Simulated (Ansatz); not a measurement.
# CH₉N₃Zr: small, medium and large basis sets

Aim: see how fast density functionals converge with the basis set for CH₉N₃Zr.

Program: Ansatz 0.2.0, Gaussian basis. Level of theory: one geometry, several basis sets. These are calculated values, not measurements.

The runs, in order: PBE0-D4/def2-SVP; ωB97M-V/def2-SVP; PBE0-D4/def2-QZVPP; ωB97M-V/def2-QZVPP; the functionals' def2-TZVPP values are taken from earlier runs.

### 1 The geometry

The geometry comes from an earlier relaxation with PBE0-D4 in a triple-zeta def2 set; it is a stationary point, not always the lowest conformer. Zr takes the def2 core potential; no spin-orbit term is included.

SMILES `[CH3][Zr]([NH2])([NH2])[NH2]`, 14 atoms, charge 0, spin multiplicity 1.

Atoms are counted from 1 here; the program's logs count them from 0.

Bond lengths: C1–Zr2 2.248 Å, C1–H6 1.097 Å, C1–H7 1.097 Å, C1–H8 1.097 Å, Zr2–N3 2.039 Å, Zr2–N4 2.039 Å, Zr2–N5 2.039 Å, N3–H9 1.012 Å, N3–H10 1.010 Å, N4–H11 1.012 Å, N4–H12 1.010 Å, N5–H13 1.012 Å, N5–H14 1.010 Å. Angles: Zr2–C1–H6 111.7°, Zr2–C1–H7 111.7°, Zr2–C1–H8 111.7°, H6–C1–H7 107.2°, H6–C1–H8 107.2°, H7–C1–H8 107.2°, C1–Zr2–N3 108.0°, C1–Zr2–N4 108.0°, C1–Zr2–N5 108.0°, N3–Zr2–N4 110.9°, N3–Zr2–N5 110.9°, N4–Zr2–N5 110.9°, Zr2–N3–H9 123.4°, Zr2–N3–H10 128.1°, H9–N3–H10 108.4°, Zr2–N4–H11 123.4°, Zr2–N4–H12 128.0°, H11–N4–H12 108.4° and more.

### 2 PBE0-D4 in def2-SVP

Contents of in.yaml:

```yaml
crystal:
  periodic: [false, false, false]
  atoms:
    - {symbol: C, position_ang: [-0.756627, -0.054197, 1.837391]}
    - {symbol: Zr, position_ang: [0.099189, 0.007068, -0.240954]}
    - {symbol: N, position_ang: [-0.716952, 1.603233, -1.212971]}
    - {symbol: N, position_ang: [-0.386762, -1.738935, -1.175820]}
    - {symbol: N, position_ang: [2.122479, 0.208662, -0.085102]}
    - {symbol: H, position_ang: [-0.230730, -0.778576, 2.471431]}
    - {symbol: H, position_ang: [-1.816076, -0.338518, 1.831449]}
    - {symbol: H, position_ang: [-0.686209, 0.921458, 2.333824]}
    - {symbol: H, position_ang: [-0.724751, 2.542313, -0.834748]}
    - {symbol: H, position_ang: [-1.219144, 1.608221, -2.089591]}
    - {symbol: H, position_ang: [-1.330122, -2.103545, -1.221686]}
    - {symbol: H, position_ang: [0.234828, -2.406863, -1.609622]}
    - {symbol: H, position_ang: [2.700667, -0.393069, 0.488128]}
    - {symbol: H, position_ang: [2.710220, 0.922736, -0.491730]}
basis:
  gaussian: {orbitals: def2-SVP}
hamiltonian: {xc: pbe0, dispersion: d4}
output: {orbitals: {seedname: orbitals}}
```

The run is started by

```
> ansatz run in.yaml --threads 4 --pin off --events-out ev --progress --plain --max-ram 11315MiB
```

Further steps of the session: ωB97M-V in def2-SVP; PBE0-D4 in def2-QZVPP; ωB97M-V in def2-QZVPP.

Before running them: what should the planned runs give, taken together? Wanted: PBE0-D4: double and triple zeta above quadruple; ωB97M-V: double and triple zeta above quadruple.

As calculated:

| quantity | value |
| --- | --- |
| PBE0-D4: double and triple zeta above quadruple | 7.54, 0.44 eV |
| ωB97M-V: double and triple zeta above quadruple | 7.83, 0.42 eV |

In words: PBE0-D4 gains 7.10 eV from double to triple zeta, then 0.44 eV more. These are total energies; as a rule much of such shifts cancels in differences, which this series doesn't test. The LUMO of ωB97M-V is positive and keeps falling with the basis (1.15 to 0.57 eV): an unbound level that the basis holds in place.
